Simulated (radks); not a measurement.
# Cs in [Xe] 6s1: an all-electron calculation

One table from this session's results is given with a row withheld; the runs are named, their logs left out.

Program: radks (a radial shooting solver on a logarithmic mesh, Libxc functionals) version 1. Level of theory: scalar-relativistic Kohn-Sham, PBE, spin-unpolarised, spherical densities, point nucleus. These are calculated values, not measurements, unless marked.

### Starting point

| Quantity | Value |
| --- | --- |
| element | caesium (Z = 55) |
| charge | 0 |
| electrons | 55 |
| configuration | [Xe] 6s1 |

The outer shells:

Cs
```
[Xe] core
6s [↑ ]
```

Set-up of the first run:

Input:

```text
Z 55
configuration [Xe] 6s1 5d0 6p0
relativity scalar-relativistic
functional pbe,pbe
spin unpolarised
nucleus point
c 137.035999084
```

One of the session's tables, all rows but one given; the rest of the session is left out.

It belongs to the step «Orbitals and density». Sizes of the orbitals, from the radial functions (bohr):

```
level      <r>  outermost maximum (interpolated)  90 % within  nodes
   1s  0.02611                            0.0168       0.0470      0
   2s   0.1121                            0.0949        0.173      1
   2p  0.09821                            0.0762        0.160      0
   3s   0.2990                             0.272        0.439      2
   3p   0.2970                             0.267        0.445      1
   3d   0.2736                             0.220        0.429      0
   4s   0.6947                             0.643        0.999      3
   4p   0.7394                             0.673         1.08      2
   4d   0.8366                             0.721         1.27      1
   5s    1.741                              1.54         2.52      4
   5p    2.087                              1.78         3.09      3
   6s    5.689                              4.79         8.48      5
   6p    8.098                              6.68         12.2      4
   5d        ?                                 ?            ?      ?
```

**Question.** Estimate the row for 5d.

**Answer.** <r>: 6.222; outermost maximum (interpolated): 3.50; 90 % within: 10.8; nodes: 2. In the column «<r>» it lies between 6s (5.689) and 6p (8.098).

Caveats from the session: Spin polarisation and multiplet splitting are left out.
